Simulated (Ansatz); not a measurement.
# C2H5F2InO: up Jacob's ladder to CCSD(T)

An exercise on one series of results from a longer session: the logs are not shown, and one member is left open.

Method: functionals in def2-TZVPP, the program's frozen cores in correlated methods; program: Ansatz 0.2.0, Gaussian basis.

The runs, in order: LDA (SPW92), PBE-D4, revPBE-D4, BLYP-D4, r2SCAN-D4, B97M-V, PBE0-D4, B3LYP-D4, r2SCANh-D4, r2SCAN0-D4, HSE06-D4, BHLYP-D4, CAM-B3LYP-D4, LC-ωPBE, ωB97X-V, ωB97M-V, B2PLYP, PBE-QIDH; CCSD(T)/def2-SVP; CCSD(T)/def2-TZVPP; MP2/def2-QZVPP; extrapolation to the limit; RPA on PBE.

## The geometry

All runs share one geometry, relaxed beforehand with PBE0-D4 in a triple-zeta def2 set. In takes the def2 core potential; no spin-orbit term is included.

SMILES `CC[O][In]([F])[F]`, 11 atoms, charge 0, spin multiplicity 1.

Atoms are counted from 1 here; the program's logs count them from 0.

Bond lengths: C1–C2 1.511 Å, C1–H7 1.093 Å, C1–H8 1.097 Å, C1–H9 1.093 Å, C2–O3 1.416 Å, C2–H10 1.096 Å, C2–H11 1.098 Å, O3–In4 1.956 Å, In4–F5 1.939 Å, In4–F6 1.926 Å. Angles: C2–C1–H7 111.0°, C2–C1–H8 111.0°, C2–C1–H9 110.6°, H7–C1–H8 107.0°, H7–C1–H9 108.1°, H8–C1–H9 109.0°, C1–C2–O3 113.3°, C1–C2–H10 109.9°, C1–C2–H11 110.0°, O3–C2–H10 105.5°, O3–C2–H11 110.6°, H10–C2–H11 107.2°, C2–O3–In4 120.7°, O3–In4–F5 123.9°, O3–In4–F6 122.3°, F5–In4–F6 113.8°.

Set-up of the first run:

The input, in.yaml:

```yaml
crystal:
  periodic: [false, false, false]
  atoms:
    - {symbol: C, position_ang: [-0.117290, -1.206939, 0.587265]}
    - {symbol: C, position_ang: [1.079859, -0.345511, 0.257537]}
    - {symbol: O, position_ang: [0.786794, 1.040089, 0.241833]}
    - {symbol: In, position_ang: [-0.743464, 1.725542, -0.765526]}
    - {symbol: F, position_ang: [-1.793342, 0.657235, -1.996186]}
    - {symbol: F, position_ang: [-1.310384, 3.562408, -0.651776]}
    - {symbol: H, position_ang: [0.162922, -2.262023, 0.643120]}
    - {symbol: H, position_ang: [-0.888682, -1.121124, -0.188593]}
    - {symbol: H, position_ang: [-0.546424, -0.917752, 1.549931]}
    - {symbol: H, position_ang: [1.854266, -0.473286, 1.022336]}
    - {symbol: H, position_ang: [1.515745, -0.658641, -0.699942]}
basis:
  gaussian: {orbitals: def2-TZVPP}
hamiltonian: {xc: lda}
output: {orbitals: {seedname: orbitals}}
```

Command:

```console
> ansatz run in.yaml --threads 2 --pin off --events-out ev --progress --plain --max-ram 32768MiB --backend cuda --devices 0, --max-vram 18GiB
```

Among the steps run: LDA; PBE-D4 (GGA); revPBE-D4 (GGA); BLYP-D4 (GGA); r2SCAN-D4 (meta-GGA); B97M-V (meta-GGA); PBE0-D4 (hybrid); B3LYP-D4 (hybrid); r2SCANh-D4 (hybrid); r2SCAN0-D4 (hybrid); HSE06-D4 (hybrid); BHLYP-D4 (hybrid); CAM-B3LYP-D4 (range-separated); LC-ωPBE (range-separated); ωB97X-V (range-separated); ωB97M-V (range-separated); B2PLYP (double hybrid); PBE-QIDH (double hybrid).

One of the session's tables, all rows but one given; the rest of the session is left out.

It belongs to the step «Frontier levels by functional». 

```
  functional  HOMO (eV)  LUMO (eV)  gap (eV)
 LDA (SPW92)      -7.10      -3.92      3.18
      PBE-D4          ?          ?         ?
   revPBE-D4      -6.81      -3.40      3.40
     BLYP-D4      -6.83      -3.56      3.27
   r2SCAN-D4      -7.20      -3.35      3.85
      B97M-V      -7.31      -3.48      3.83
     PBE0-D4      -8.43      -2.64      5.79
    B3LYP-D4      -8.22      -3.01      5.21
  r2SCANh-D4      -7.78      -3.02      4.76
  r2SCAN0-D4      -8.65      -2.52      6.13
    HSE06-D4      -8.02      -3.01      5.01
    BHLYP-D4      -9.95      -1.81      8.14
CAM-B3LYP-D4      -9.91      -1.72      8.19
     LC-ωPBE     -11.19      -0.30     10.89
     ωB97X-V     -10.87      -0.50     10.37
     ωB97M-V     -10.82      -0.68     10.14
```

Q: Estimate the row for PBE-D4 from the others.

**Answer.** HOMO (eV): -6.89; LUMO (eV): -3.56; gap (eV): 3.34. In the column «HOMO (eV)» it lies between LDA (SPW92) (-7.10) and BLYP-D4 (-6.83).
